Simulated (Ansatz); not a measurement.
# In7As7 zinc blende off sphere (In7As7): structure and electronic state

What does In7As7 zinc blende off sphere (In7As7) look like as a singlet, and where do its frontier electrons sit?

Program: Ansatz 0.2.0, Gaussian basis. Level of theory: RKS PBE0-D4/def2-TZVP. These are calculated values, not measurements.

Levels to be run: relaxation at PBE-D4/def2-SVP; a single point at PBE0-D4/def2-TZVP.

4 further runs of the same task are left out: 4 set aside as unsound or not needed.

### 1 The starting structure

14 atoms, charge 0, spin multiplicity 1.

Atoms are counted from 1 here; the program's logs count them from 0.

Bond lengths: In1–As9 2.757 Å, In1–As10 2.633 Å, In1–As13 2.785 Å, In2–As8 2.661 Å, In2–As11 2.794 Å, In2–As12 2.540 Å, In3–As9 2.806 Å, In3–As11 2.737 Å, In3–As13 2.793 Å, In4–As8 2.807 Å, In4–As9 2.704 Å, In4–As14 2.659 Å, In5–As10 2.994 Å, In6–As12 2.643 Å, In6–As13 2.758 Å, In6–As14 2.737 Å, In7–As10 2.907 Å, As8–As11 2.502 Å. Angles: As9–In1–As10 125.8°, As9–In1–As13 108.0°, As10–In1–As13 123.3°, As8–In2–As11 54.5°, As8–In2–As12 154.9°, As11–In2–As12 139.4°, As9–In3–As11 114.6°, As9–In3–As13 106.4°, As11–In3–As13 129.9°, As8–In4–As9 108.2°, As8–In4–As14 136.6°, As9–In4–As14 110.5°, As12–In6–As13 123.8°, As12–In6–As14 120.6°, As13–In6–As14 114.7°, In2–As8–In4 83.5°, In2–As8–As11 65.4°, In4–As8–As11 99.8° and more.

Coordinates:

```
In    1.3247   -1.3105    0.7896
In   -1.9837    2.5225   -1.6780
In    0.0386   -0.7688   -2.1718
In   -1.9149   -0.4316    0.4542
In   -0.3331   -2.5329    3.1866
In    0.6060    1.9058    0.2036
In    4.5144   -0.8146    1.1352
As   -3.6267    0.4311   -1.5968
As   -0.7474   -2.7391   -0.3351
As    2.5937   -1.9265    3.0128
As   -2.0249    0.4214   -3.5190
As   -0.3453    4.1994   -0.7011
As    2.4037    0.3362   -1.1800
As   -0.5049    0.7077    2.3998
```

In takes a core potential in the def2 sets. No spin-orbit coupling is included.

The start is a GFN2-xTB geometry.

### 2 Relaxation at PBE-D4/def2-SVP

Contents of in.yaml:

```yaml
crystal:
  periodic: [false, false, false]
  atoms:
    - {symbol: In, position_ang: [1.324660, -1.310540, 0.789590]}
    - {symbol: In, position_ang: [-1.983750, 2.522530, -1.677980]}
    - {symbol: In, position_ang: [0.038550, -0.768830, -2.171830]}
    - {symbol: In, position_ang: [-1.914870, -0.431580, 0.454240]}
    - {symbol: In, position_ang: [-0.333080, -2.532940, 3.186640]}
    - {symbol: In, position_ang: [0.606020, 1.905750, 0.203550]}
    - {symbol: In, position_ang: [4.514350, -0.814600, 1.135200]}
    - {symbol: As, position_ang: [-3.626670, 0.431070, -1.596790]}
    - {symbol: As, position_ang: [-0.747420, -2.739120, -0.335090]}
    - {symbol: As, position_ang: [2.593680, -1.926470, 3.012790]}
    - {symbol: As, position_ang: [-2.024890, 0.421450, -3.519000]}
    - {symbol: As, position_ang: [-0.345300, 4.199450, -0.701110]}
    - {symbol: As, position_ang: [2.403670, 0.336150, -1.179960]}
    - {symbol: As, position_ang: [-0.504940, 0.707680, 2.399760]}
basis:
  gaussian: {orbitals: def2-SVP, fitting: {mean_field: def2-universal-jkfit}}
hamiltonian: {xc: pbe, dispersion: d4}
scf: {lower_state_search: "off"}
output: {orbitals: {seedname: orbitals}}
relax: {f_tol: 0.03, max_steps: 70}
```

Launch:

```sh
ansatz run in.yaml --threads 2 --pin off --events-out ev --progress --plain --max-ram 32768MiB --backend cuda --devices 0, --max-vram 18GiB
```

Further steps of the session: Single point, PBE0-D4/def2-TZVP.

Before running them: what should the planned runs give, taken together? Wanted: point group; commonest bond; HOMO, LUMO at PBE0-D4/def2-TZVP; dipole at PBE-D4/def2-SVP.

As calculated:

| quantity | value |
| --- | --- |
| point group | C1 |
| commonest bond | As–In, 19 of mean length 2.755 Å |
| HOMO, LUMO at PBE0-D4/def2-TZVP | -5.16, -3.34 eV |
| dipole at PBE-D4/def2-SVP | 2.27 D |

In words: The relaxation broke 2 and made 7 bonds, so the end is another structure than the start. No usable vibrations, so a minimum isn't proven. The HOMO lies nearest to In7 26 %; As12 22 % and the LUMO to In3 23 %; In1 11 %. Whether this spin is the lowest isn't tested here. The point group is read from a loosely relaxed geometry; soft torsions can leave it below the true symmetry.
